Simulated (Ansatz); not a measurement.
**CHClGaNO (SMILES O=C=[N][GaH][Cl]): B2PLYP/6-31G(d) (spherical functions)**

Aim: the vertical ionisation energy of CHClGaNO at B2PLYP/6-31G* (spherical functions), from 2 runs. 

Program for the calculation: Ansatz 0.2.0.

153 further runs of the same task are left out: 153 set aside as unsound or not needed. Runs told in other sessions of the task aren't counted.

## Step 1: The structure to begin with

CHClGaNO has 6 atoms, charge 0, and is taken as a singlet. As SMILES, `O=C=[N][GaH][Cl]`. Geometry: relaxed at PBE0-D4/def2-TZVP. This is one conformer, not always the lowest.

Bond lengths: O1–C2 1.163 Å, C2–N3 1.203 Å, N3–Ga4 1.824 Å, Ga4–Cl5 2.132 Å, Ga4–H6 1.540 Å. Angles: O1–C2–N3 176.4°, C2–N3–Ga4 142.4°, N3–Ga4–Cl5 115.2°, N3–Ga4–H6 121.8°, Cl5–Ga4–H6 123.0°.

## Step 2: A single-point energy at B2PLYP/6-31G(d) (spherical functions)

The input, input.yaml:

```yaml
crystal:
  periodic: [false, false, false]
  atoms:
    - {symbol: O, position_ang: [-0.700200, -2.626600, -0.696700]}
    - {symbol: C, position_ang: [-0.691800, -1.486000, -0.467600]}
    - {symbol: "N", position_ang: [-0.756800, -0.304700, -0.247900]}
    - {symbol: Ga, position_ang: [0.248500, 1.124400, 0.275700]}
    - {symbol: Cl, position_ang: [2.297400, 0.694600, 0.677800]}
    - {symbol: H, position_ang: [-0.354900, 2.534400, 0.412700]}
basis:
  gaussian:
    orbitals: 6-31G_st_-spherical.json
hamiltonian:
  xc: {name: B2PLYP}
correlation:
  frozen_orbitals: {C: 1, Cl: 5, Ga: 9, H: 0, "N": 1, O: 1}
accuracy: high
output: {orbitals: {seedname: orbitals}}
```

The basis set 6-31G* is read from a file made from the Basis Set Exchange's data (not shown).

Run with:

```console
$ ansatz run input.yaml --threads 1 --pin off --max-ram 3480MiB --events-out events.jsonl --progress --plain --runs-dir runs
```

The program printed:

```text
Warning: RAYON_NUM_THREADS=1 ignored (pool sized by the plan → 1); use --threads N
Functional definition: B2PLYP
  name "B2PLYP"
  parameter a = 0.53
  parameter c = 0.27
  exchange = (1 - a)*b88_x + a*exact_x
  correlation = (1 - c)*lyp_c + c*(mp2_os + mp2_ss)
1936 factors; integrals over basis functions are off by at most 5.4e-9 eV
mean field evaluation 1: about -69455.0672 eV, gradient 4.7e1 eV
mean field evaluation 2: about -69455.4082 eV, gradient 4.7e1 eV
mean field evaluation 4: about -69459.4468 eV, gradient 3.1e0 eV
mean field evaluation 8: about -69459.4854 eV, gradient 3.0e-1 eV
mean field evaluation 16: about -69459.4856 eV, gradient 1.8e-4 eV
mean field -69459.48557151 eV, -2552.5890134227 hartree, gradient 3.5e-8 eV, S^2 0.000000; 0 other end points of the search recorded, 0 dependent functions left out
17 core orbitals not correlated: weight in the atoms' cores, before any rotation towards them, 1.000 or more for the frozen orbitals, at most 0.000 for the correlated occupied ones
reference -69459.48559627 eV, -2552.5890143327 hartree; 18, 18 occupied and 59, 59 virtual orbitals, 1936 factors
second order -27.28430766 eV of doubles, -0.00000000 eV of singles
Total energy: -69466.85235934 eV, -2552.8597378821 hartree
```

Run time: 13 s. Hardware: 1 thread of Arm Neoverse V2, shared host; peak memory 0.35 GiB.

## Step 3: The doublet cation

The input, run.yaml:

```yaml
crystal:
  periodic: [false, false, false]
  atoms:
    - {symbol: O, position_ang: [-0.700200, -2.626600, -0.696700]}
    - {symbol: C, position_ang: [-0.691800, -1.486000, -0.467600]}
    - {symbol: N, position_ang: [-0.756800, -0.304700, -0.247900]}
    - {symbol: Ga, position_ang: [0.248500, 1.124400, 0.275700]}
    - {symbol: Cl, position_ang: [2.297400, 0.694600, 0.677800]}
    - {symbol: H, position_ang: [-0.354900, 2.534400, 0.412700]}
basis:
  gaussian: {orbitals: 6-31G_st_-spherical.json}
total_charge: 1
magnetization: {spin_polarized: true, initial_magnetization: 1}
hamiltonian: {xc: {name: B2PLYP}}
correlation: {frozen_orbitals: {C: 1, Cl: 5, Ga: 9, H: 0, "N": 1, O: 1}}
accuracy: high
output: {orbitals: {seedname: orbitals}}
```

The basis set 6-31G* is read from a file made from the Basis Set Exchange's data (not shown).

Run with:

```console
$ ansatz run run.yaml --threads 1 --pin off --max-ram 3480MiB --events-out events.jsonl --progress --plain --runs-dir runs
```

The program printed, cut to the lines that bear on the results:

```text
Warning: RAYON_NUM_THREADS=1 ignored (pool sized by the plan → 1); use --threads N
Functional definition: B2PLYP
  name "B2PLYP"
[...]
1935 factors; integrals over basis functions are off by at most 5.4e-9 eV
[...]
mean field -69448.76304489 eV, -2552.1949678374 hartree, gradient 2.9e-8 eV, S^2 0.804047; 6 other end points of the search recorded, 0 dependent functions left out
17 core orbitals not correlated: weight in the atoms' cores, before any rotation towards them, 1.000 or more for the frozen orbitals, at most 0.000 for the correlated occupied ones
reference -69448.76306977 eV, -2552.1949687518 hartree; 18, 17 occupied and 59, 60 virtual orbitals, 1935 factors
second order -26.37308740 eV of doubles, -0.00000000 eV of singles
Total energy: -69455.88380337 eV, -2552.4566508849 hartree
```

Run time: 42 s. Hardware: 1 thread of Arm Neoverse V2, shared host; peak memory 0.74 GiB.

## Step 4: Summary of results

Level: B2PLYP/6-31G* (spherical functions), 17 core orbitals frozen.

```
                                                                quantity           value
                                          singlet CHClGaNO: total energy  -2552.85974 Eh
                     singlet CHClGaNO: HOMO energy (SCF part's orbitals)        -9.91 eV
                     singlet CHClGaNO: LUMO energy (SCF part's orbitals)        -0.77 eV
                   singlet CHClGaNO: HOMO–LUMO gap (SCF part's orbitals)         9.14 eV
                                            doublet cation: total energy  -2552.45665 Eh
doublet cation: HOMO energy (SCF part's orbitals) (highest over α and β)       -15.26 eV
 doublet cation: LUMO energy (SCF part's orbitals) (lowest over α and β)       -11.56 eV
                                                    doublet cation: ⟨S²⟩           0.804
                      vertical ionisation energy (to the doublet cation)       10.969 eV
```

Removing an electron at fixed nuclei costs 10.97 eV (1058 kJ/mol). −ε(HOMO) before ionisation, 9.91 eV, is 1.05 eV below this ionisation energy.
